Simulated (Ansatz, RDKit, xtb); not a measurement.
# C4H7Br: which of the isomers drawn lies lowest?

A sample of isomers of C4H7Br is drawn. Aim: find which of them has the lowest free energy at 298.15 K, then its properties. The sample is small against all isomers, and the most stable one of this formula need not be in it.

Plan: many cheap relaxations first (GFN2-xTB), then density-functional screening, relaxation at r2SCAN-D4/def2-SVP, vibrations (at GFN2-xTB) and a final energy. The numbers are computed, not measured.

## Step 1: Candidates

Isomers were taken from a list of plausible structures; this is a sample, not all of them. That gives 3 candidates.

```tsv
label	SMILES	spin
c775	CC1(Br)CC1	singlet
c795	C[C@@H]1C[C@H]1Br	singlet
c922	C[C@@H]1C[C@@H]1Br	singlet
```

Candidates are built by distance geometry, with a force field where one applies, in up to four conformers (letters a to d).

**Question.** With final energies at CCSD(T)/def2-SVP + MP2/def2-TZVPP - MP2/def2-SVP, which structure will this search put lowest in free energy, and by what margin?

| quantity | value |
| --- | --- |
| lowest structure found | CC1(Br)CC1, singlet |
| next finalist | C[C@@H]1C[C@H]1Br, singlet, 1.5 kcal/mol higher in G |
| share at equilibrium, among the finalists | 90.5 % |

The search ends on `CC1(Br)CC1`. The margin, 1.5 kcal/mol, is modest. GFN2-xTB, r2SCAN-D4/def2-SVP, r2SCAN-D4/def2-SVP, relaxed, HF/def2-SVP and MP2/def2-SVP already put its bonding pattern lowest among the structures in one piece; HF/STO-3G favours the singlet C[C@@H]1C[C@H]1Br. The search is not exhaustive (a finite list of starts, one conformer a finalist), so a lower isomer can't be ruled out. Only 3 drawn patterns were tried, so whole families of isomers are missing, and the result ranks this sample alone. The lowest isomer need not be the one that is made and kept in a bottle, which depends on barriers.
